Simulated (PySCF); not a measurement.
# C3H7ClSi: the cost of one run

Programs: PySCF 2.14.0, with density-fitted response routines of our own. Each step states its level of theory. These are calculated values for one molecule in the gas phase, unless marked as measured. Atoms count from 0, in the outputs and in this text.

### Step 1. The starting structure

12 atoms, charge 0, multiplicity 1; geometry from: GFN2-xTB. The atoms were then displaced at random by about 0.01 Å, so the start is not that level's minimum.

Bonds of the start (Å): Si0–C1 1.89, C1–C2 1.47, C2–C3 1.36, C3–Cl4 1.74, Si0–H5 1.47, Si0–H6 1.49, Si0–H7 1.45, C1–H8 1.08, C1–H9 1.10, C2–H10 1.09, C3–H11 1.05.

### Step 2. Optimising the geometry at PBE0-D3(BJ)/def2-SVP

Job settings and geometry (Å):

```
{"job": {"xc": "PBE0", "basis": "def2-SVP", "d3": "d3bj", "grid": 1, "shake": 0.01, "kind": "geom"}, "charge": 0, "multiplicity": 1}
Si    -1.675000     0.070970    -0.395470
C     -0.252880    -0.143080     0.829610
C      0.968580     0.484700     0.299690
C      1.962460    -0.123640    -0.397250
Cl     1.853980    -1.813140    -0.795040
H     -2.891340    -0.514770     0.182950
H     -1.907960     1.528990    -0.596580
H     -1.338820    -0.527730    -1.677640
H     -0.090280    -1.199710     1.008450
H     -0.511530     0.305470     1.800950
H      1.104120     1.542750     0.498520
H      2.818370     0.360900    -0.767230
```

The run is started by

```console
OMP_NUM_THREADS=1 python probes_run.py task.json out
```

This one command runs all jobs of the session in turn.

Q: Estimate the wall time and peak memory of this first job on 1 thread of Arm Neoverse V1, shared host.

About 39 s, with a peak of 0.47 GiB.
